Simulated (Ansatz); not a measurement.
## F₃H₃SiSn, SMILES F[Si](F)(F)[SnH3]: harmonic frequencies at the relaxed geometry, step by step

Computed with the Python package of Ansatz (0.2.0).

The cells in order, each with its output:

```python
from dataclasses import dataclass

import ansatz
import numpy as np


@dataclass(frozen=True)
class Settings:
    basis_set: str = "def2-SVP"
    xc: str = "hf"
```

```python
opts = Settings()
```

```python
mol = (
    ansatz.Crystal.molecule()
    .atom("F", [0.5154, -1.7364, 1.6808])
    .atom("Si", [0.8343, -0.9231, 0.2152])
    .atom("F", [0.7604, -2.0394, -1.0569])
    .atom("F", [2.4546, -0.2357, 0.3112])
    .atom("Sn", [-0.8414, 0.8901, -0.2381])
    .atom("H", [-0.7957, 2.0755, 1.0864])
    .atom("H", [-0.4298, 1.6989, -1.7252])
    .atom("H", [-2.4056, 0.2129, -0.3293])
)
```

```python
base = mol.calculation().basis(gaussian=opts.basis_set).functional(opts.xc).accuracy("medium")
symbols = [site.symbol for site in mol.cartesian_sites]
start = np.array([site.position_ang for site in mol.cartesian_sites], dtype=float)
summary = base.relax(force_tolerance=0.003).run(threads=1).report
end = np.array(summary["positions_ang"])

print("bond        before    after (A)")
for i, j in [(0, 1), (1, 2), (1, 3), (1, 4), (4, 5), (4, 6), (4, 7)]:
    d0, d1 = (np.linalg.norm(xyz[i] - xyz[j]) for xyz in (start, end))
    print(f"{symbols[i]}{i}-{symbols[j]}{j}".ljust(10), f"{d0:8.4f} {d1:8.4f}")
```

    bond        before    after (A)
    F0-Si1       1.7062   1.5935
    Si1-F2       1.6941   1.5935
    Si1-F3       1.7627   1.5935
    Si1-Sn4      2.5102   2.5728
    Sn4-H5       1.7781   1.7043
    Sn4-H6       1.7421   1.7042
    Sn4-H7       1.7069   1.7042

```python
minimum = ansatz.Crystal.molecule()
for symbol, xyz in zip(symbols, end):
    minimum = minimum.atom(symbol, xyz.tolist())
vibrating = (
    minimum.calculation()
    .basis(gaussian=opts.basis_set)
    .functional(opts.xc)
    .accuracy("medium")
    .phonons(temperatures=(298.15, 498.15, 100))
)
vib = vibrating.run(threads=1).report["vibrations"]
sums = vib["harmonic_sums"]
modes = [m["omega_inv_cm"] for m in sums["modes_at_gamma"] if m["rigid_motion"] == "no"]
for number, w in enumerate(modes, start=1):
    print(f"mode {number:2d} {w:9.1f} 1/cm {w / 8065.544 * 1000:8.2f} meV")
print("imaginary modes:", sum(w < 0 for w in modes), " zero-point energy:", round(sums["zero_point_energy_ev"], 4), "eV")
print("T (K)   F_vib (eV)   S_vib (meV/K)   C_vib (meV/K)")
for row in zip(sums["temperatures_k"], sums["vibrational_free_energy_ev"], vib["entropy_ev_per_k"], vib["heat_capacity_ev_per_k"]):
    print(f"{row[0]:6.1f} {row[1]:11.4f} {1000 * row[2]:13.4f} {1000 * row[3]:15.4f}")
```

    mode  1      67.1 1/cm     8.32 meV
    mode  2     134.2 1/cm    16.64 meV
    mode  3     134.2 1/cm    16.64 meV
    mode  4     206.5 1/cm    25.60 meV
    mode  5     315.0 1/cm    39.06 meV
    mode  6     315.1 1/cm    39.07 meV
    mode  7     461.6 1/cm    57.23 meV
    mode  8     461.6 1/cm    57.23 meV
    mode  9     483.6 1/cm    59.96 meV
    mode 10     748.4 1/cm    92.79 meV
    mode 11     795.6 1/cm    98.64 meV
    mode 12     795.6 1/cm    98.65 meV
    mode 13     897.5 1/cm   111.28 meV
    mode 14    1005.2 1/cm   124.63 meV
    mode 15    1005.3 1/cm   124.64 meV
    mode 16    2035.5 1/cm   252.36 meV
    mode 17    2035.5 1/cm   252.37 meV
    mode 18    2050.1 1/cm   254.18 meV
    imaginary modes: 0  zero-point energy: 0.8647 eV
    T (K)   F_vib (eV)   S_vib (meV/K)   C_vib (meV/K)
     298.1      0.7580        0.7796          0.7900
     398.1      0.6673        1.0307          0.9458
     498.1      0.5527        1.2556          1.0600

```python
heavier = vibrating.phonons(masses={"H": 2.014102}).run(threads=1).report["vibrations"]["harmonic_sums"]
print("deuterated (1/cm):", " ".join(f"{m['omega_inv_cm']:.0f}" for m in heavier["modes_at_gamma"] if m["rigid_motion"] == "no"))
print("zero-point energy falls by", round(sums["zero_point_energy_ev"] - heavier["zero_point_energy_ev"], 4), "eV")
```

    deuterated (1/cm): 49 131 131 206 299 299 358 358 481 539 565 565 893 1005 1005 1447 1447 1452
    zero-point energy falls by 0.1685 eV

What to keep in mind:
- The settings weren't tested for convergence.
- The frequencies are harmonic and unscaled, in a modest basis. The result belongs to the one conformer reached from this start, and soft torsions count as harmonic oscillators.
- def2 sets replace the cores of elements past krypton by effective core potentials.
- It ran for 3.1 min on 1 thread of Arm Neoverse V2, with other jobs on the host, peak memory 0.3 GiB.

(Lines on the test bed's own set-up are left out of the output.)
